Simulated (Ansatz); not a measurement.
**BCl₃: energies up the ladder, part 1 of 2**

The task, for BCl₃: energies up the ladder.

Method: the levels named in each step, in Ansatz 0.2.0.

## 1. Starting point

Bond lengths: Cl1–B2 1.724 Å, B2–Cl3 1.723 Å, B2–Cl4 1.724 Å. Angles: Cl1–B2–Cl3 120.0°, Cl1–B2–Cl4 120.0°, Cl3–B2–Cl4 120.0°.

As a file:

```xyz
4

Cl   -0.8604   -1.4933   -0.0027
B    -0.0002    0.0004   -0.0006
Cl   -0.8630    1.4917    0.0065
Cl    1.7234    0.0015   -0.0036
```

## 2. A rough first relaxation, PBE-D4/def2-SVP

Contents of input.yaml:

```yaml
crystal:
  periodic: [false, false, false]
  atoms:
    - { symbol: Cl, position_ang: [-0.86038, -1.49328, -0.00275] }
    - { symbol: B, position_ang: [-0.00021, 0.00038, -0.00059] }
    - { symbol: Cl, position_ang: [-0.86303, 1.49174, 0.00654] }
    - { symbol: Cl, position_ang: [1.72341, 0.00154, -0.00361] }
basis:
  gaussian: { orbitals: def2-SVP }
hamiltonian:
  xc: pbe
  dispersion: d4
relax:
  f_tol: 0.03
  max_steps: 200
```

The run is started by

```
$ ansatz run input.yaml --threads 4 --pin off --max-ram 10240MiB --backend cpu --events-out ev --progress --plain --runs-dir out
```

The program printed, shortened:

```text
Warning: RAYON_NUM_THREADS=4 ignored (pool sized by the plan → 4); use --threads N
[...]
Functional definition: PBE
[...]
739 factors; their error is unknown
[...]
mean field -38218.92053099 eV, -1404.5194237990 hartree, gradient 5.5e-5 eV, S^2 0.000000; 0 other end points of the search recorded, 0 dependent functions left out
[...]
reference -38218.92055419 eV, -1404.5194246517 hartree; 28, 28 occupied and 40, 40 virtual orbitals, 739 factors
relax step   1: F+E_penalty+E_count = -38219.05721126 eV  Δ(F+E_penalty+E_count) = +0.000e0 eV  max|allowed force component| = 8.716e-1 eV/Å  Δτ_max = 0.0000 Å  (21 SCF iters, accepted)
[...]
relax step   2: F+E_penalty+E_count = -38219.07554667 eV  Δ(F+E_penalty+E_count) = -1.834e-2 eV  max|allowed force component| = 3.924e-1 eV/Å  Δτ_max = 0.0429 Å  (23 SCF iters, accepted)
[...]
relax step   3: F+E_penalty+E_count = -38219.09468161 eV  Δ(F+E_penalty+E_count) = -1.913e-2 eV  max|allowed force component| = 9.768e-3 eV/Å  Δτ_max = 0.0420 Å  (23 SCF iters, accepted)
739 factors; their error is unknown
[...]
mean field -38218.95947021 eV, -1404.5208547892 hartree, gradient 3.4e-5 eV, S^2 0.000000; 1 other end points of the search recorded, 0 dependent functions left out
[...]
reference -38218.95949361 eV, -1404.5208556488 hartree; 28, 28 occupied and 40, 40 virtual orbitals, 739 factors
Total energy: -38219.09470500 eV, -1404.5258245759 hartree
Atom 0 at    -0.875116    -1.518812    -0.003073 Å, force     0.004540     0.008845     0.001084 eV/Å
Atom 1 at    -0.000112     0.000183     0.000243 Å, force     0.001756    -0.003192    -0.003212 eV/Å
Atom 2 at    -0.877851     1.517399     0.006369 Å, force     0.003472    -0.006085     0.001039 eV/Å
Atom 3 at     1.752868     0.001609    -0.003948 Å, force    -0.009768     0.000431     0.001089 eV/Å
Dipole moment:    -0.000111     0.000184     0.000091 e Å
```

Wall time 0.98 s (4 threads of Intel Xeon 6975P-C (Granite Rapids), shared host); peak memory 0.14 GiB.

Relaxation path:

```
step  energy from step 1 (eV)  largest force component (eV/Å)
   1                   0.0000                          0.8716
   2                  -0.0183                          0.3924
   3                  -0.0375                          0.0098
```

Step 1 is the start.

Before: Bond lengths: Cl1–B2 1.724 Å, B2–Cl3 1.723 Å, B2–Cl4 1.724 Å. Angles: Cl1–B2–Cl3 120.0°, Cl1–B2–Cl4 120.0°, Cl3–B2–Cl4 120.0°.

After: Bond lengths: Cl1–B2 1.753 Å, B2–Cl3 1.753 Å, B2–Cl4 1.753 Å. Angles: Cl1–B2–Cl3 120.0°, Cl1–B2–Cl4 120.0°, Cl3–B2–Cl4 120.0°.

## 3. Relaxation, PBE0-D4/def2-TZVPP

Contents of input.yaml:

```yaml
crystal:
  periodic: [false, false, false]
  atoms:
    - { symbol: Cl, position_ang: [-0.87511576, -1.51881191, -0.00307329] }
    - { symbol: B, position_ang: [-0.00011195, 0.00018346, 0.00024301] }
    - { symbol: Cl, position_ang: [-0.87785062, 1.51739934, 0.00636868] }
    - { symbol: Cl, position_ang: [1.75286833, 0.00160911, -0.00394841] }
basis:
  gaussian: { orbitals: def2-TZVPP }
hamiltonian:
  xc: pbe0
  dispersion: d4
relax:
  f_tol: 0.002
  max_steps: 150
```

The run is started by

```
$ ansatz run input.yaml --threads 4 --pin off --max-ram 10240MiB --backend cpu --events-out ev --progress --plain --runs-dir out
```

The program printed, shortened:

```text
Warning: RAYON_NUM_THREADS=4 ignored (pool sized by the plan → 4); use --threads N
[...]
Functional definition: PBE0
[...]
1144 factors; their error is unknown
[...]
mean field -38235.68836652 eV, -1405.1356303892 hartree, gradient 5.1e-5 eV, S^2 0.000000; 0 other end points of the search recorded, 0 dependent functions left out
[...]
reference -38235.68839204 eV, -1405.1356313270 hartree; 28, 28 occupied and 129, 129 virtual orbitals, 1144 factors
relax step   1: F+E_penalty+E_count = -38235.80244239 eV  Δ(F+E_penalty+E_count) = +0.000e0 eV  max|allowed force component| = 4.525e-1 eV/Å  Δτ_max = 0.0000 Å  (23 SCF iters, accepted)
[...]
relax step   3: F+E_penalty+E_count = -38235.81334279 eV  Δ(F+E_penalty+E_count) = -9.014e-3 eV  max|allowed force component| = 3.575e-3 eV/Å  Δτ_max = 0.0310 Å  (27 SCF iters, accepted)
[...]
relax step   4: F+E_penalty+E_count = -38235.81334312 eV  Δ(F+E_penalty+E_count) = -3.323e-7 eV  max|allowed force component| = 1.924e-3 eV/Å  Δτ_max = 0.0002 Å  (18 SCF iters, accepted)
1144 factors; their error is unknown
[...]
mean field -38235.69873880 eV, -1405.1360115634 hartree, gradient 2.2e-5 eV, S^2 0.000000; 1 other end points of the search recorded, 0 dependent functions left out
[...]
reference -38235.69876424 eV, -1405.1360124982 hartree; 28, 28 occupied and 129, 129 virtual orbitals, 1144 factors
Total energy: -38235.81336856 eV, -1405.1402241294 hartree
Atom 0 at    -0.867124    -1.505098    -0.002933 Å, force    -0.001005     0.000556     0.000004 eV/Å
Atom 1 at    -0.000160     0.000128    -0.000102 Å, force     0.001924    -0.000564    -0.000006 eV/Å
Atom 2 at    -0.869853     1.503747     0.006426 Å, force    -0.000737    -0.000335     0.000001 eV/Å
Atom 3 at     1.736926     0.001602    -0.003801 Å, force    -0.000182     0.000343     0.000001 eV/Å
Dipole moment:    -0.000121     0.000038     0.000000 e Å
```

It took 4.8 s on 4 threads of Intel Xeon 6975P-C (Granite Rapids), shared host; peak memory 0.41 GiB.

The steps of the relaxation:

| step | energy from step 1 (eV) | largest force component (eV/Å) |
| --- | --- | --- |
| 1 | 0.0000 | 0.4525 |
| 2 | -0.0019 | 0.3221 |
| 3 | -0.0109 | 0.0036 |
| 4 | -0.0109 | 0.0019 |

Step 1 is the start.

Before: Bond lengths: Cl1–B2 1.753 Å, B2–Cl3 1.753 Å, B2–Cl4 1.753 Å. Angles: Cl1–B2–Cl3 120.0°, Cl1–B2–Cl4 120.0°, Cl3–B2–Cl4 120.0°.

After: Bond lengths: Cl1–B2 1.737 Å, B2–Cl3 1.737 Å, B2–Cl4 1.737 Å. Angles: Cl1–B2–Cl3 120.0°, Cl1–B2–Cl4 120.0°, Cl3–B2–Cl4 120.0°.

## 4. Frequencies, PBE0-D4/def2-TZVPP

Contents of input.yaml:

```yaml
crystal:
  periodic: [false, false, false]
  atoms:
    - { symbol: Cl, position_ang: [-0.86712366, -1.50509797, -0.00293343] }
    - { symbol: B, position_ang: [-0.00015953, 0.00012815, -0.00010221] }
    - { symbol: Cl, position_ang: [-0.8698529, 1.50374732, 0.00642624] }
    - { symbol: Cl, position_ang: [1.73692609, 0.0016025, -0.0038006] }
basis:
  gaussian: { orbitals: def2-TZVPP }
hamiltonian:
  xc: pbe0
  dispersion: d4
phonons: {}
```

The run is started by

```
$ ansatz run input.yaml --threads 4 --pin off --max-ram 10240MiB --backend cpu --events-out ev --progress --plain --runs-dir out
```

The program printed, shortened:

```text
Warning: RAYON_NUM_THREADS=4 ignored (pool sized by the plan → 4); use --threads N
[...]
[... 1 set-up line as earlier in the session ...]
[...]
1144 factors; their error is unknown
[...]
mean field -38235.69873880 eV, -1405.1360115634 hartree, gradient 4.8e-5 eV, S^2 0.000000; 0 other end points of the search recorded, 0 dependent functions left out
[...]
reference -38235.69876424 eV, -1405.1360124982 hartree; 28, 28 occupied and 129, 129 virtual orbitals, 1144 factors
[...]
1144 factors; their error is unknown
[...]
mean field -38235.69865679 eV, -1405.1360085498 hartree, gradient 1.9e-6 eV, S^2 0.000000; 0 other end points of the search recorded, 0 dependent functions left out
[...]
reference -38235.69868222 eV, -1405.1360094843 hartree; 28, 28 occupied and 129, 129 virtual orbitals, 1144 factors
[...]
1144 factors; their error is unknown
[...]
reference -38235.69874424 eV, -1405.1360117635 hartree; 28, 28 occupied and 129, 129 virtual orbitals, 1144 factors
[...]
1144 factors; their error is unknown
mean field -38235.69868038 eV, -1405.1360094165 hartree, gradient 1.7e-6 eV, S^2 0.000000; 0 other end points of the search recorded, 0 dependent functions left out
[...]
reference -38235.69870581 eV, -1405.1360103512 hartree; 28, 28 occupied and 129, 129 virtual orbitals, 1144 factors
Total energy: -38235.81336856 eV, -1405.1402241294 hartree
Atom 0 at    -0.867124    -1.505098    -0.002933 Å, force    -0.001005     0.000555     0.000004 eV/Å
Atom 1 at    -0.000160     0.000128    -0.000102 Å, force     0.001924    -0.000564    -0.000006 eV/Å
Atom 2 at    -0.869853     1.503747     0.006426 Å, force    -0.000737    -0.000333     0.000001 eV/Å
Atom 3 at     1.736926     0.001602    -0.003801 Å, force    -0.000182     0.000343     0.000001 eV/Å
Dipole moment:    -0.000119     0.000038     0.000000 e Å
Vibrations: 252.57 252.60 457.51 476.26 976.26 976.57 cm⁻¹, zero-point energy 0.210263 eV
```

It took 13 s on 4 threads of Intel Xeon 6975P-C (Granite Rapids), shared host; peak memory 0.41 GiB.

Harmonic frequencies (cm⁻¹; negative: imaginary): 253, 253, 458, 476, 976, 977.

## 5. Single point, PBE-D4/def2-TZVPP

Changes to input.yaml since step 4:

```diff
@@ -10,4 +10,3 @@
 hamiltonian:
-  xc: pbe0
+  xc: pbe
   dispersion: d4
-phonons: {}
```

The run is started by

```
$ ansatz run input.yaml --threads 4 --pin off --max-ram 10240MiB --backend cpu --events-out ev --progress --plain --runs-dir out
```

The program printed:

```text
Warning: RAYON_NUM_THREADS=4 ignored (pool sized by the plan → 4); use --threads N
Engine: ansatz 0.2.0, x86_64-unknown-linux-gnu
[... 1 set-up line as earlier in the session ...]
  parameter kappa = 0.804
  parameter beta = 0.06672455060314922
  exchange = pbe_x(kappa = kappa, mu = beta*pi^2/3)
  correlation = pbe_c(beta = beta)
1051 factors; their error is unknown
mean field evaluation 1: about -38231.0467 eV, gradient 2.5e1 eV
mean field evaluation 2: about -38228.0301 eV, gradient 4.4e1 eV
mean field evaluation 4: about -38232.6048 eV, gradient 8.5e-1 eV
mean field evaluation 8: about -38232.5842 eV, gradient 8.4e-2 eV
mean field -38232.58417441 eV, -1405.0215534331 hartree, gradient 5.9e-5 eV, S^2 0.000000; 0 other end points of the search recorded, 0 dependent functions left out
reference -38232.58420855 eV, -1405.0215546879 hartree; 28, 28 occupied and 129, 129 virtual orbitals, 1051 factors
Total energy: -38232.72021525 eV, -1405.0265528419 hartree
```

It took 0.6 s on 4 threads of Intel Xeon 6975P-C (Granite Rapids), shared host; peak memory 0.19 GiB.

## 6. Single point, r2SCAN-D4/def2-TZVPP

Changes to input.yaml since step 5:

```diff
@@ -10,3 +10,3 @@
 hamiltonian:
-  xc: pbe
+  xc: r2scan
   dispersion: d4
```

The run is started by

```
$ ansatz run input.yaml --threads 4 --pin off --max-ram 10240MiB --backend cpu --events-out ev --progress --plain --runs-dir out
```

The program printed:

```text
Warning: RAYON_NUM_THREADS=4 ignored (pool sized by the plan → 4); use --threads N
[... 1 set-up line as earlier in the session ...]
Functional definition: r2SCAN
  parameter k0 = 0.174
  parameter k1 = 0.065
  parameter a1 = 4.9479
  exchange = r2scan_x(k0 = k0, k1 = k1, a1 = a1)
  correlation = r2scan_c
1051 factors; their error is unknown
mean field evaluation 1: about -38245.0540 eV, gradient 2.1e1 eV
mean field evaluation 2: about -38243.6866 eV, gradient 3.3e1 eV
mean field evaluation 4: about -38246.1104 eV, gradient 7.5e-1 eV
mean field evaluation 8: about -38246.0884 eV, gradient 4.8e-3 eV
mean field -38246.08837004 eV, -1405.5178234690 hartree, gradient 3.6e-5 eV, S^2 0.000000; 0 other end points of the search recorded, 0 dependent functions left out
reference -38246.08837871 eV, -1405.5178237879 hartree; 28, 28 occupied and 129, 129 virtual orbitals, 1051 factors
Total energy: -38246.11730584 eV, -1405.5188868403 hartree
```

Run time: 0.98 s. Hardware: 4 threads of Intel Xeon 6975P-C (Granite Rapids), shared host; peak memory 0.22 GiB.

(Continued in part 2 of 2.)
